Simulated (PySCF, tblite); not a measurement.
**C₄H₇BrOSi₂: geometry, infrared bands and NMR shifts**

What infrared bands and NMR shifts should C₄H₇BrOSi₂ (`[SiH3][SiH2]c1occc1Br`) show?

The runs use tblite 0.8.0 and PySCF 2.14.0, with density-fitted response routines of our own; the level of theory stands in each step. All values are computed, except where a source is named. Atoms count from 0, in the outputs and in this text.

## 1. The molecule as given

15 atoms, charge 0, multiplicity 1; geometry from: force field or distance geometry start.

Bonds of the start (Å): Si0–Si1 2.26, Si1–C2 1.85, C2–O3 1.29, O3–C4 1.31, C4–C5 1.39, C5–C6 1.39, C6–Br7 1.92, C6–C2 1.40, Si0–H8 1.48, Si0–H9 1.44, Si0–H10 1.49, Si1–H11 1.47, Si1–H12 1.44, C4–H13 1.08, C5–H14 1.09.

## 2. Optimising the geometry with GFN2-xTB

Job settings and geometry (Å):

```
{"job": {"kind": "relax", "xc": "GFN2-xTB", "basis": "xTB"}, "charge": 0, "multiplicity": 1}
Si     2.584300     0.255200     0.425700
Si     1.117900    -1.036200    -0.705700
C     -0.556300    -0.502600    -0.128000
O     -1.385000    -1.106600     0.656500
C     -2.482200    -0.412100     0.829800
C     -2.391900     0.750300     0.078800
C     -1.151400     0.696000    -0.536600
Br    -0.400600     2.015500    -1.705100
H      2.350300     1.668900     0.058300
H      3.946800    -0.148600     0.215900
H      2.267500     0.140800     1.878000
H      1.382500    -2.437700    -0.364000
H      1.162500    -0.794000    -2.120000
H     -3.348600    -0.650500     1.420300
H     -3.100400     1.569600    -0.025700
```

Run with:

```
$ OMP_NUM_THREADS=1 python probes_run.py task.json out
```

This one command runs all jobs of the session in turn.

**Question.** This job is followed by: GFN2-xTB harmonic vibrations, gas phase; GIAO PBE0/pcSseg-1 NMR shielding, non-relativistic, gas phase. What will the session give for the following? strongest single infrared mode (GFN2-xTB); zero-point energy (GFN2-xTB); ¹³C shifts against TMS (PBE0/pcSseg-1); ¹H shifts against TMS (PBE0/pcSseg-1, means over atoms taken as alike); ²⁹Si shifts against TMS (PBE0/pcSseg-1); ¹⁷O shifts against H2O (PBE0/pcSseg-1); ⁷⁹Br shifts against HBr (PBE0/pcSseg-1).

The runs gave:

| quantity | value |
| --- | --- |
| strongest single infrared mode (GFN2-xTB) | 677 cm⁻¹, 631 km/mol |
| zero-point energy (GFN2-xTB) | 55.7 kcal/mol |
| ¹³C shifts against TMS (PBE0/pcSseg-1) | 153.6, 152.9, 137.2, 121.7 ppm |
| ¹H shifts against TMS (PBE0/pcSseg-1, means over atoms taken as alike) | 7.76, 6.78, 4.66, 3.51 ppm |
| ²⁹Si shifts against TMS (PBE0/pcSseg-1) | -89.3, -120.3 ppm |
| ¹⁷O shifts against H2O (PBE0/pcSseg-1) | 325.7 ppm |
| ⁷⁹Br shifts against HBr (PBE0/pcSseg-1) | 382 ppm |

The optimisation took 70 steps and gained 0.414 eV; among the close pairs (by a distance rule), C2–O3 changed most, from 1.291 to 1.352 Å. All 39 modes are real, so the xTB geometry is a minimum. The strongest single mode, at 677 cm⁻¹, is carried by H12, H11, Si1. GFN2-xTB is a fitted tight-binding method: band positions and strengths are rough. Its intensities can rank the bands wrongly. C6 stands next to heavy halogen, whose spin-orbit shielding this run leaves out, so the computed shift lies too far downfield, most of all for carbon beside Br or I. At PBE0/pcSseg-1: Shielding is most anisotropic at Br7 (span 1119 ppm, paramagnetic term -883 ppm). NICS(1)zz of -25 ppm above the planar ring from C2 marks a diatropic (aromatic) ring current. Spin-orbit coupling is left out, which matters for shieldings and couplings at and beside the heavy atoms.
